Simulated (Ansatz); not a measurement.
# revPBE/cc-pVDZ run of BSiNH2ClF (SMILES F[Si]1(Cl)BN1)

What is the energy change on altering one bond length of BSiNH2ClF at revPBE/cc-pVDZ? 

Program for the calculation: Ansatz 0.2.0.

139 further runs of the same task are left out: 139 set aside as unsound or not needed.

## 1. Starting point

BSiNH2ClF: 7 atoms, total charge 0, spin state singlet. As SMILES, `F[Si]1(Cl)BN1`. The coordinates come from a PBE0-D4/def2-TZVP relaxation.

Bond lengths: F1–Si2 1.589 Å, Si2–Cl3 2.036 Å, Si2–B4 1.896 Å, Si2–N5 1.717 Å, B4–N5 1.402 Å, B4–H6 1.186 Å, N5–H7 1.011 Å. Some angles: F1–Si2–Cl3 104.6°, F1–Si2–B4 126.6°, F1–Si2–N5 115.8°, Cl3–Si2–B4 128.7°, Cl3–Si2–N5 116.7°, B4–Si2–N5 45.3°, Si2–B4–N5 60.6°, Si2–N5–B4 74.1°, Si2–B4–H6 164.3°, N5–B4–H6 135.1°.

## 2. The energy at revPBE/cc-pVDZ

molecule.yaml

```yaml
crystal:
  periodic: [false, false, false]
  atoms:
    - symbol: F
      position_ang: [-0.412200, -2.179200, -0.210300]
    - symbol: Si
      position_ang: [-0.003600, -0.782500, 0.428000]
    - symbol: Cl
      position_ang: [1.448800, -1.240300, 1.779600]
    - symbol: B
      position_ang: [-0.771300, 0.907300, 0.039600]
    - symbol: "N"
      position_ang: [0.347500, 0.475500, -0.686800]
    - symbol: H
      position_ang: [-1.454900, 1.876800, 0.033100]
    - symbol: H
      position_ang: [0.906900, 0.874400, -1.428900]
basis:
  gaussian: {orbitals: cc-pVDZ}
hamiltonian: {xc: {name: revPBE}}
accuracy: high
output: {orbitals: {seedname: orbitals}}
```

Run with:

```console
$ ansatz run molecule.yaml --threads 1 --pin off --max-ram 2610MiB --events-out events.jsonl --progress --plain --runs-dir runs
```

The program printed:

```text
Warning: RAYON_NUM_THREADS=1 ignored (pool sized by the plan → 1); use --threads N
Functional definition: revPBE
  name "revPBE"
  parameter kappa = 1.245
  parameter beta = 0.06672455060314922
  exchange = pbe_x(kappa = kappa, mu = beta*pi^2/3)
  correlation = pbe_c(beta = beta)
1963 factors; integrals over basis functions are off by at most 3.6e-9 eV
mean field evaluation 1: about -25304.9059 eV, gradient 6.3e1 eV
mean field evaluation 2: about -25274.1172 eV, gradient 1.2e2 eV
mean field evaluation 4: about -25313.0607 eV, gradient 1.1e1 eV
mean field evaluation 8: about -25313.2911 eV, gradient 5.5e-1 eV
mean field evaluation 16: about -25313.2920 eV, gradient 3.1e-5 eV
mean field -25313.29196483 eV, -930.2463217420 hartree, gradient 8.2e-8 eV, S^2 0.000000; 0 other end points of the search recorded, 0 dependent functions left out
reference -25313.29196884 eV, -930.2463218892 hartree; 27, 27 occupied and 61, 61 virtual orbitals, 1963 factors
Total energy: -25313.29196884 eV, -930.2463218892 hartree
```

It took 8.7 s on 1 thread of Arm Neoverse V1, shared host; peak memory 0.2 GiB.

## 3. The distorted shape

input.yaml

```yaml
crystal:
  periodic: [false, false, false]
  atoms:
    - {symbol: F, position_ang: [-0.691914, -2.378660, 0.160768]}
    - {symbol: Si, position_ang: [-0.283314, -0.981960, 0.799068]}
    - {symbol: Cl, position_ang: [1.169086, -1.439760, 2.150668]}
    - {symbol: B, position_ang: [-1.051014, 0.707840, 0.410668]}
    - {symbol: "N", position_ang: [0.067786, 0.276040, -0.315732]}
    - {symbol: H, position_ang: [-1.734614, 1.677340, 0.404168]}
    - {symbol: H, position_ang: [0.906900, 0.874400, -1.428900]}
basis:
  gaussian: {orbitals: cc-pVDZ}
hamiltonian: {xc: {name: revPBE}}
accuracy: high
output: {orbitals: {seedname: orbitals}}
```

Run with:

```console
$ ansatz run input.yaml --threads 1 --pin off --max-ram 2610MiB --events-out events.jsonl --progress --plain --runs-dir runs
```

The program printed (excerpt; [...] marks lines left out):

```text
Warning: RAYON_NUM_THREADS=1 ignored (pool sized by the plan → 1); use --threads N
[... 6 set-up lines as earlier in the session ...]
1969 factors; integrals over basis functions are off by at most 3.6e-9 eV
mean field evaluation 1: about -25302.2648 eV, gradient 6.3e1 eV
mean field evaluation 2: about -25263.3253 eV, gradient 1.3e2 eV
mean field evaluation 4: about -25310.9053 eV, gradient 1.4e1 eV
mean field evaluation 8: about -25311.5079 eV, gradient 5.1e-1 eV
mean field evaluation 16: about -25311.5086 eV, gradient 2.2e-4 eV
mean field -25311.50857238 eV, -930.1807832781 hartree, gradient 4.6e-8 eV, S^2 0.000000; 0 other end points of the search recorded, 0 dependent functions left out
reference -25311.50857659 eV, -930.1807834329 hartree; 27, 27 occupied and 61, 61 virtual orbitals, 1969 factors
Total energy: -25311.50857659 eV, -930.1807834329 hartree
```

It took 8.4 s on 1 thread of Arm Neoverse V1, shared host; peak memory 0.21 GiB.

## 4. Outcome

Level: revPBE/cc-pVDZ.

```
                                                         quantity          value
                                        first shape: total energy  -930.24632 Eh
                                         first shape: HOMO energy       -6.30 eV
                                         first shape: LUMO energy       -1.55 eV
                                       first shape: HOMO–LUMO gap        4.75 eV
                                    distorted shape: total energy  -930.18078 Eh
                                     distorted shape: HOMO energy       -6.54 eV
                                     distorted shape: LUMO energy       -2.73 eV
                                   distorted shape: HOMO–LUMO gap        3.81 eV
energy change with the N5–H7 bond stretched from 1.011 to 1.517 Å       1.783 eV
```

In words: With the N5–H7 bond stretched from 1.011 to 1.517 Å the energy rises by 1.78 eV (41 kcal/mol). The first shape isn't relaxed at this level, so the change isn't measured from a minimum.
